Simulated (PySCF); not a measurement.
# C8H12BN: the cost of one run

Programs: PySCF 2.14.0, with routines of our own; each step states its level. All values are computed. Atoms count from 0.

### Step 1. The starting structure

22 atoms, charge 0, multiplicity 1; geometry from: GFN2-xTB.

### Step 2. Optimising the geometry at PBE0-D3(BJ)/def2-SVP

What the job is given:

```
{"job": {"xc": "PBE0", "basis": "def2-SVP", "d3": "d3bj", "grid": 2, "kind": "geom"}, "charge": 0, "multiplicity": 1}
C     -2.714952    -1.157419     0.385847
B     -1.821479     0.128372     0.157148
C     -2.538042     1.536594     0.061887
C     -0.277715     0.020079     0.024311
C      0.428754    -1.121727     0.428911
C      1.797836    -1.218631     0.319095
C      2.540304    -0.169752    -0.227204
N      3.913639    -0.234251    -0.289523
C      1.859486     0.975701    -0.644493
C      0.492483     1.063439    -0.509393
H     -2.308873    -2.064715    -0.055704
H     -2.800900    -1.343130     1.457473
H     -3.730725    -1.031860     0.016067
H     -3.524264     1.544658     0.521151
H     -2.684361     1.791098    -0.988764
H     -1.959417     2.347431     0.498899
H     -0.114861    -1.952677     0.854638
H      2.312852    -2.110243     0.651590
H      4.329426    -1.149030    -0.232095
H      4.371776     0.406522    -0.916448
H      2.421513     1.795570    -1.071468
H     -0.002889     1.963356    -0.843558
```

Command:

```sh
$ OMP_NUM_THREADS=1 python excited_run.py task.json out
```

The driver reads the jobs from task.json and runs them one after another.

**Question.** How long does this first job take on 1 thread of Arm Neoverse V2, shared host, and how much memory does it need?

About 4 min, with a peak of 0.97 GiB.
